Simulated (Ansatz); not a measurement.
This Ansatz 0.2.0 run on MnSb4 needs a look.

Contents of input.yaml:

```yaml
crystal:
  lattice:
    - [3.0805, 0.0, 0.0]
    - [0.0, 3.0805, 0.0]
    - [0.0, 0.0, 14.994203]
  atoms:
    - { symbol: Sb, position: [0.0, 0.0, 0.819682], spin: 2.0 }
    - { symbol: Sb, position: [0.0, 0.0, 0.600551] }
    - { symbol: Sb, position: [0.0, 0.0, 0.399449] }
    - { symbol: Sb, position: [0.0, 0.0, 0.180318] }
    - { symbol: Mn, position: [0.0, 0.0, 0.0] }
hamiltonian:
  xc: pbe
  pseudopotentials: { kind: paw }
kpoints:
  mp_grid: { grid: [9, 9, 2] }
scf:
  occupations: { method: fermi_dirac, width: 0.05 }
  max_iter: 100
output:
  forces: true
  stress: true
  eigenvalues: true
```

Potentials or basis: Ansatz PAW.

The run is started by

```console
$ ansatz run input.yaml --threads 2 --pin off --max-ram 5632MiB --backend cpu --events-out ev --progress --plain --runs-dir out
```

Output:

```text
Error: inconsistent input (magnetization.spin_polarized): false but per-atom `spin:`, `per_species`, `initial_magnetization`, `magnetic_field`, or `spin_locking` is set
```

**Question.** How did it end, and where is the flaw?

**Answer.** The program refused the input. The input holds a flaw that was put in on purpose: a moment without spin polarisation (magnetization = left out; crystal.atoms[0].spin = 2).
